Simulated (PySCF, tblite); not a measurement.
**C6H7FGeS: geometry, infrared bands and NMR shifts**

What infrared bands and NMR shifts should C6H7FGeS (`C#CC1=C[S][Ge@H]([F])[CH2]C1`) show?

The runs use tblite 0.8.0 and PySCF 2.14.0, with density-fitted response routines of our own; the level of theory stands in each step. All values are computed, except where a source is named. Atoms count from 0, in the outputs and in this text.

### 1 Starting geometry

16 atoms, charge 0, multiplicity 1; geometry from: force field or distance geometry start.

Bonds of the start (Å): C0–C1 1.22, C1–C2 1.44, C2–C3 1.34, C3–S4 1.81, S4–Ge5 2.26, Ge5–F6 1.73, Ge5–C7 1.98, C7–C8 1.51, C8–C2 1.48, C0–H9 1.05, C3–H10 1.07, Ge5–H11 1.53, C7–H12 1.12, C7–H13 1.11, C8–H14 1.10, C8–H15 1.14.

### 2 Geometry optimisation with GFN2-xTB

Job settings and geometry (Å):

```
{"job": {"kind": "relax", "xc": "GFN2-xTB", "basis": "xTB"}, "charge": 0, "multiplicity": 1}
C      3.351700    -0.842600    -0.084700
C      2.258900    -0.301200     0.011200
C      0.967100     0.312400     0.162400
C      0.835800     1.550100    -0.336300
S     -0.814200     2.271700    -0.125000
Ge    -2.267400     0.580800    -0.497800
F     -3.521000     0.554100     0.700100
C     -1.120200    -0.995000    -0.140600
C     -0.103100    -0.449800     0.833000
H      4.278000    -1.322200    -0.176000
H      1.635300     2.081300    -0.807100
H     -2.774000     0.606200    -1.937700
H     -1.719600    -1.814000     0.327600
H     -0.621500    -1.273500    -1.088900
H      0.280200    -1.252900     1.474900
H     -0.673600     0.303500     1.475900
```

Started as:

```bash
> OMP_NUM_THREADS=1 python probes_run.py task.json out
```

The driver reads the jobs from task.json and runs them one after another.

**Question.** This job is followed by: GFN2-xTB harmonic vibrations, gas phase; GIAO PBE0/pcSseg-1 NMR shielding, non-relativistic, gas phase. Predict these results of the whole session: strongest single infrared mode (GFN2-xTB); zero-point energy (GFN2-xTB); 13C shifts against TMS (PBE0/pcSseg-1); 1H shifts against TMS (PBE0/pcSseg-1); 33S shifts against CS2 (PBE0/pcSseg-1); 73Ge shifts against GeMe4 (PBE0/pcSseg-1); 19F shifts against CFCl3 (PBE0/pcSseg-1).

As calculated:

```
                                 quantity                                         value
strongest single infrared mode (GFN2-xTB)                         1789 cm⁻¹, 445 km/mol
             zero-point energy (GFN2-xTB)                                 65.9 kcal/mol
   13C shifts against TMS (PBE0/pcSseg-1)      138.3, 131.8, 89.0, 88.1, 31.5, 25.8 ppm
    1H shifts against TMS (PBE0/pcSseg-1)  6.69, 6.55, 2.91, 2.84, 2.60, 1.73, 1.25 ppm
   33S shifts against CS2 (PBE0/pcSseg-1)                                       -36 ppm
73Ge shifts against GeMe4 (PBE0/pcSseg-1)                                       108 ppm
 19F shifts against CFCl3 (PBE0/pcSseg-1)                                    -194.0 ppm
```

What this shows: Relaxing lowered the energy by 0.631 eV in 62 steps; the close pair that moved most is C3–S4, from 1.813 to 1.766 Å. All 42 modes are real, so the xTB geometry is a minimum. The strongest single mode, at 1789 cm⁻¹, moves mainly H11. Unscaled tight-binding wavenumbers are off by several per cent, some by more. Its intensities can rank the bands wrongly. H10 (hydrogen on an alkene CH) lies farthest downfield among hydrogen, at 6.69 ppm; olefinic region. At PBE0/pcSseg-1: Shielding is most anisotropic at C1 (span 312 ppm, paramagnetic term -151 ppm). Spin-orbit coupling is left out, which matters for shieldings and couplings at and beside the heavy atoms.
